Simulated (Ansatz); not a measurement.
# C₄H₁₆N₄Sn: small, medium and large basis sets

How large a basis does C₄H₁₆N₄Sn need? Two functionals are run in growing sets.

Program: Ansatz 0.2.0, Gaussian basis. Level of theory: one geometry, several basis sets. These are calculated values, not measurements.

The runs, in order: PBE0-D4/def2-SVP; ωB97M-V/def2-SVP; PBE0-D4/def2-QZVPP; ωB97M-V/def2-QZVPP; the functionals' def2-TZVPP values are taken from earlier runs.

## 1. Structure used throughout

The geometry comes from an earlier relaxation with PBE0-D4 in a triple-zeta def2 set; it is a stationary point, not always the lowest conformer. Sn takes the def2 core potential; no spin-orbit term is included.

SMILES `C[NH][Sn]([NH]C)([NH]C)[NH]C`, 25 atoms, charge 0, spin multiplicity 1.

Atoms are counted from 1 here; the program's logs count them from 0.

Bond lengths: C1–N2 1.452 Å, C1–H10 1.094 Å, C1–H11 1.099 Å, C1–H12 1.095 Å, N2–Sn3 2.020 Å, N2–H13 1.010 Å, Sn3–N4 2.016 Å, Sn3–N6 2.022 Å, Sn3–N8 2.003 Å, N4–C5 1.450 Å, N4–H14 1.010 Å, C5–H15 1.095 Å, C5–H16 1.093 Å, C5–H17 1.100 Å, N6–C7 1.452 Å, N6–H18 1.010 Å, C7–H19 1.096 Å, C7–H20 1.099 Å and more. Angles: N2–C1–H10 109.5°, N2–C1–H11 114.8°, N2–C1–H12 110.5°, H10–C1–H11 107.2°, H10–C1–H12 106.7°, H11–C1–H12 107.8°, C1–N2–Sn3 119.4°, C1–N2–H13 111.7°, Sn3–N2–H13 114.5°, N2–Sn3–N4 105.1°, N2–Sn3–N6 112.5°, N2–Sn3–N8 113.9°, N4–Sn3–N6 118.1°, N4–Sn3–N8 105.5°, N6–Sn3–N8 101.8°, Sn3–N4–C5 120.7°, Sn3–N4–H14 113.7°, C5–N4–H14 112.4° and more.

## 2. PBE0-D4 in def2-SVP

The input, in.yaml:

```yaml
crystal:
  periodic: [false, false, false]
  atoms:
    - {symbol: C, position_ang: [-3.055994, 0.911896, -0.690009]}
    - {symbol: N, position_ang: [-1.723196, 0.962159, -1.262704]}
    - {symbol: Sn, position_ang: [-0.158090, 0.266833, -0.192146]}
    - {symbol: N, position_ang: [1.293097, -0.083859, -1.547607]}
    - {symbol: C, position_ang: [2.691102, -0.001019, -1.173306]}
    - {symbol: N, position_ang: [0.280059, 1.446430, 1.391149]}
    - {symbol: C, position_ang: [1.345545, 1.093192, 2.311446]}
    - {symbol: N, position_ang: [-0.500727, -1.496495, 0.695043]}
    - {symbol: C, position_ang: [-0.681893, -2.706399, -0.081735]}
    - {symbol: H, position_ang: [-3.211010, -0.059405, -0.211905]}
    - {symbol: H, position_ang: [-3.262170, 1.682339, 0.065960]}
    - {symbol: H, position_ang: [-3.814972, 1.001530, -1.474880]}
    - {symbol: H, position_ang: [-1.552239, 1.839799, -1.733089]}
    - {symbol: H, position_ang: [1.111077, 0.327344, -2.451757]}
    - {symbol: H, position_ang: [3.320974, -0.462123, -1.941619]}
    - {symbol: H, position_ang: [2.860414, -0.564346, -0.251521]}
    - {symbol: H, position_ang: [3.066694, 1.018979, -1.005213]}
    - {symbol: H, position_ang: [0.267115, 2.435944, 1.189179]}
    - {symbol: H, position_ang: [1.194056, 1.578084, 3.282732]}
    - {symbol: H, position_ang: [2.355017, 1.354471, 1.963544]}
    - {symbol: H, position_ang: [1.331308, 0.014871, 2.488235]}
    - {symbol: H, position_ang: [-1.097978, -1.455981, 1.507347]}
    - {symbol: H, position_ang: [-1.698693, -2.845183, -0.475219]}
    - {symbol: H, position_ang: [-0.001012, -2.692472, -0.936268]}
    - {symbol: H, position_ang: [-0.431484, -3.590891, 0.514743]}
basis:
  gaussian: {orbitals: def2-SVP}
hamiltonian: {xc: pbe0, dispersion: d4}
output: {orbitals: {seedname: orbitals}}
```

Command:

```
$ ansatz run in.yaml --threads 4 --pin off --events-out ev --progress --plain --max-ram 46080MiB --backend cpu
```

The program printed:

```text
Functional definition: PBE0
  name "PBE0"
  cite "Adamo & Barone, J. Chem. Phys. 110, 6158 (1999) doi:10.1063/1.478522"
  cite "Perdew, Burke & Ernzerhof, Phys. Rev. Lett. 77, 3865 (1996) doi:10.1103/PhysRevLett.77.3865"
  parent pbe
  parameter a = 0.25
  parameter kappa = 0.804
  parameter beta = 0.06672455060314922
  exchange = (1 - a)*pbe_x(kappa = kappa, mu = beta*pi^2/3) + a*exact_x
  correlation = pbe_c(beta = beta)
2602 factors; their error is unknown
mean field evaluation 1: about -16159.7249 eV, gradient 9.5e1 eV
mean field evaluation 2: about -16144.0741 eV, gradient 1.3e2 eV
mean field evaluation 4: about -16179.8709 eV, gradient 4.7e0 eV
mean field evaluation 8: about -16179.9477 eV, gradient 4.1e-1 eV
mean field evaluation 16: about -16179.9480 eV, gradient 5.0e-5 eV
mean field -16179.94801783 eV, -594.6021224925 hartree, gradient 5.0e-5 eV, S^2 0.000000; 0 other end points of the search recorded, 0 dependent functions left out
reference -16179.94805765 eV, -594.6021239561 hartree; 45, 45 occupied and 173, 173 virtual orbitals, 2602 factors
Total energy: -16180.50147832 eV, -594.6224617904 hartree
```

It took 4.6 s on 4 threads of AMD EPYC 7R13, shared host.

## 3. ωB97M-V in def2-SVP

in.yaml, as its differences from that of step 2:

```diff
@@ -30,3 +30,3 @@
   gaussian: {orbitals: def2-SVP}
-hamiltonian: {xc: pbe0, dispersion: d4}
+hamiltonian: {xc: {name: wB97M-V}}
 output: {orbitals: {seedname: orbitals}}
```

The command is unchanged.

The program printed, cut to the lines that bear on the results:

```text
Functional definition: wB97M-V
  name "wB97M-V"
  cite "Mardirossian & Head-Gordon, J. Chem. Phys. 144, 214110 (2016) doi:10.1063/1.4952647"
  cite "Becke, J. Chem. Phys. 107, 8554 (1997) doi:10.1063/1.475007"
  cite "Vydrov & Van Voorhis, J. Chem. Phys. 133, 244103 (2010) doi:10.1063/1.3521275"
  # Of w^i u^j: cxij and so on, Table III.
[...]
  gx(w, u) = 1 - cx + cx01*u + cx10*w
  gss(w, u) = css00 + css04*u^4 + css10*w + css20*w^2 + css43*w^4*u^3
  gos(w, u) = cos00 + cos10*w + (cos20 + cos21*u)*w^2 + (cos60 + cos61*u)*w^6
[...]
      + integral(e_c_pw_mod_opposite_spin*gos(b97_w_opposite, b97_u_opposite)) + vv10(b, c)
2588 factors; their error is unknown
641 factors; integrals over basis functions are off by at most 7.1e-6 eV
[...]
mean field -16185.41009740 eV, -594.8028502145 hartree, gradient 5.4e-5 eV, S^2 0.000000; 0 other end points of the search recorded, 0 dependent functions left out
reference -16185.41016174 eV, -594.8028525790 hartree; 45, 45 occupied and 173, 173 virtual orbitals, 2588 factors
Total energy: -16185.41016174 eV, -594.8028525790 hartree
```

It took 13 s on 4 threads of AMD EPYC 7R13, shared host.

## 4. PBE0-D4 in def2-QZVPP

in.yaml, as its differences from that of step 3:

```diff
@@ -29,4 +29,4 @@
 basis:
-  gaussian: {orbitals: def2-SVP}
-hamiltonian: {xc: {name: wB97M-V}}
+  gaussian: {orbitals: "def2-QZVPP.json"}
+hamiltonian: {xc: pbe0, dispersion: d4}
 output: {orbitals: {seedname: orbitals}}
```

Command:

```
$ ansatz run in.yaml --threads 4 --pin off --events-out ev --progress --plain --max-ram 46080MiB --backend cuda --devices 0, --max-vram 37GiB
```

The program printed:

```text
Functional definition: PBE0
  name "PBE0"
  cite "Adamo & Barone, J. Chem. Phys. 110, 6158 (1999) doi:10.1063/1.478522"
  cite "Perdew, Burke & Ernzerhof, Phys. Rev. Lett. 77, 3865 (1996) doi:10.1103/PhysRevLett.77.3865"
  parent pbe
  parameter a = 0.25
  parameter kappa = 0.804
  parameter beta = 0.06672455060314922
  exchange = (1 - a)*pbe_x(kappa = kappa, mu = beta*pi^2/3) + a*exact_x
  correlation = pbe_c(beta = beta)
2865 factors; their error is unknown
mean field evaluation 1: about -16163.3853 eV, gradient 1.2e2 eV
mean field evaluation 2: about -16129.6383 eV, gradient 1.7e2 eV
mean field evaluation 4: about -16192.7928 eV, gradient 8.7e0 eV
mean field evaluation 8: about -16192.9396 eV, gradient 3.2e-1 eV
mean field evaluation 16: about -16192.9985 eV, gradient 4.1e-4 eV
mean field -16192.99851190 eV, -595.0817193037 hartree, gradient 4.3e-5 eV, S^2 0.000000; 0 other end points of the search recorded, 0 dependent functions left out
reference -16192.99857338 eV, -595.0817215629 hartree; 45, 45 occupied and 973, 973 virtual orbitals, 2865 factors
Total energy: -16193.55199404 eV, -595.1020593972 hartree
```

It took 4.3 s on 1 × H100 (card shared with other runs) with 4 threads of AMD EPYC 7R13, shared host; peak host memory 1.6 GiB.

## 5. ωB97M-V in def2-QZVPP

in.yaml, as its differences from that of step 4:

```diff
@@ -30,3 +30,3 @@
   gaussian: {orbitals: "def2-QZVPP.json"}
-hamiltonian: {xc: pbe0, dispersion: d4}
+hamiltonian: {xc: {name: wB97M-V}}
 output: {orbitals: {seedname: orbitals}}
```

Same command.

The program printed, cut to the lines that bear on the results:

```text
Functional definition: wB97M-V
  name "wB97M-V"
  cite "Mardirossian & Head-Gordon, J. Chem. Phys. 144, 214110 (2016) doi:10.1063/1.4952647"
  cite "Becke, J. Chem. Phys. 107, 8554 (1997) doi:10.1063/1.475007"
  cite "Vydrov & Van Voorhis, J. Chem. Phys. 133, 244103 (2010) doi:10.1063/1.3521275"
  # Of w^i u^j: cxij and so on, Table III.
[...]
  gx(w, u) = 1 - cx + cx01*u + cx10*w
  gss(w, u) = css00 + css04*u^4 + css10*w + css20*w^2 + css43*w^4*u^3
  gos(w, u) = cos00 + cos10*w + (cos20 + cos21*u)*w^2 + (cos60 + cos61*u)*w^6
[...]
      + integral(e_c_pw_mod_opposite_spin*gos(b97_w_opposite, b97_u_opposite)) + vv10(b, c)
2848 factors; their error is unknown
815 factors; integrals over basis functions are off by at most 5.2e-6 eV
[...]
mean field -16198.98227081 eV, -595.3016183876 hartree, gradient 3.6e-5 eV, S^2 0.000000; 0 other end points of the search recorded, 0 dependent functions left out
reference -16198.98237055 eV, -595.3016220531 hartree; 45, 45 occupied and 973, 973 virtual orbitals, 2848 factors
Total energy: -16198.98237055 eV, -595.3016220531 hartree
```

It took 10 s on 1 × H100 (card shared with other runs) with 4 threads of AMD EPYC 7R13, shared host; peak host memory 1.7 GiB.

## 6. Functionals by basis

The def2-TZVPP values come from earlier runs at the same geometry.

| functional | basis | functions | energy (eV) | from the largest (eV) | HOMO (eV) | LUMO (eV) |
| --- | --- | --- | --- | --- | --- | --- |
| PBE0-D4 | def2-SVP | 218 | -16180.5015 | 13.051 | -5.91 | 0.36 |
| PBE0-D4 | def2-TZVPP | 522 | -16192.8571 | 0.695 | -6.12 | -0.11 |
| PBE0-D4 | def2-QZVPP | 1018 | -16193.5520 | 0.000 | -6.15 | -0.30 |
| ωB97M-V | def2-SVP | 218 | -16185.4102 | 13.572 | -8.24 | 2.20 |
| ωB97M-V | def2-TZVPP | 522 | -16198.3126 | 0.670 | -8.45 | 1.43 |
| ωB97M-V | def2-QZVPP | 1018 | -16198.9824 | 0.000 | -8.48 | 0.94 |

## 7. What came out

```
                                       quantity           value
PBE0-D4: double and triple zeta above quadruple  13.05, 0.69 eV
ωB97M-V: double and triple zeta above quadruple  13.57, 0.67 eV
```

What this shows: PBE0-D4 gains 12.36 eV from double to triple zeta, then 0.69 eV more. Total energies overstate the basis error of differences, where much of it tends to cancel. The LUMO of ωB97M-V is positive and keeps falling with the basis (2.20 to 0.94 eV): an unbound level that the basis holds in place.
